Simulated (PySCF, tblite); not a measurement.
**C₂H₅Br₂FGe: geometry, infrared bands and NMR shifts**

What infrared bands and NMR shifts should C₂H₅Br₂FGe (`F[C@H](CBr)[GeH2][Br]`) show?

Programs: tblite 0.8.0 and PySCF 2.14.0, with density-fitted response routines of our own. Each step states its level of theory. These are calculated values for one molecule in the gas phase, unless marked as measured. Atoms count from 0, in the outputs and in this text.

### Step 1. Starting geometry

11 atoms, charge 0, multiplicity 1; geometry from: force field or distance geometry start.

Bonds of the start (Å): F0–C1 1.37, C1–C2 1.49, C2–Br3 1.91, C1–Ge4 1.94, Ge4–Br5 2.34, C1–H6 1.10, C2–H7 1.12, C2–H8 1.11, Ge4–H9 1.55, Ge4–H10 1.53.

### Step 2. Relaxing the molecule with GFN2-xTB

The job: settings as JSON, then the geometry in Å.

```
{"job": {"kind": "relax", "xc": "GFN2-xTB", "basis": "xTB"}, "charge": 0, "multiplicity": 1}
F      0.280500     0.293900    -1.812800
C     -0.170400    -0.305100    -0.662100
C     -1.354800     0.453100    -0.166500
Br    -2.035400    -0.320900     1.438900
Ge     1.305400    -0.302200     0.591800
Br     2.910500     1.198400    -0.224700
H     -0.482300    -1.325500    -0.912700
H     -1.124600     1.521800     0.057900
H     -2.155700     0.419500    -0.927100
H      1.922600    -1.721800     0.570600
H      0.909700     0.091400     2.020700
```

Command:

```bash
OMP_NUM_THREADS=1 python probes_run.py task.json out
```

The driver reads the jobs from task.json and runs them one after another.

**Question.** This job is followed by: GFN2-xTB harmonic vibrations, gas phase; GIAO PBE0/pcSseg-1 NMR shielding, non-relativistic, gas phase. Predict these results of the whole session: strongest single infrared mode (GFN2-xTB); zero-point energy (GFN2-xTB); 13C shifts against TMS (PBE0/pcSseg-1); 1H shifts against TMS (PBE0/pcSseg-1); 19F shifts against CFCl3 (PBE0/pcSseg-1); 79Br shifts against HBr (PBE0/pcSseg-1); 73Ge shifts against GeMe4 (PBE0/pcSseg-1).

As calculated:

| quantity | value |
| --- | --- |
| strongest single infrared mode (GFN2-xTB) | 1972 cm⁻¹, 419 km/mol |
| zero-point energy (GFN2-xTB) | 38.8 kcal/mol |
| 13C shifts against TMS (PBE0/pcSseg-1) | 95.3, 41.1 ppm |
| 1H shifts against TMS (PBE0/pcSseg-1) | 5.93, 5.38, 5.22, 4.14, 3.93 ppm |
| 19F shifts against CFCl3 (PBE0/pcSseg-1) | -213.6 ppm |
| 79Br shifts against HBr (PBE0/pcSseg-1) | 220, -288 ppm |
| 73Ge shifts against GeMe4 (PBE0/pcSseg-1) | -39 ppm |

The optimisation took 94 steps and gained 0.310 eV; among the close pairs (by a distance rule), C1–Ge4 changed most, from 1.937 to 2.018 Å. All 27 modes are real, so the xTB geometry is a minimum. The strongest single mode, at 1972 cm⁻¹, moves mainly H9 and H10. GFN2-xTB is a fitted tight-binding method: band positions and strengths are rough. Its intensities can rank the bands wrongly. C2 stands next to heavy halogen, whose spin-orbit shielding this run leaves out, so the computed shift lies too far downfield, most of all for carbon beside Br or I. C1 (sp3 CH bonded to F and Ge) lies farthest downfield among carbon, at 95.3 ppm; deshielded by the electronegative neighbour. At PBE0/pcSseg-1: Shielding is most anisotropic at Br3 (span 940 ppm, paramagnetic term -720 ppm). Spin-orbit coupling is left out, which matters for shieldings and couplings at and beside the heavy atoms.
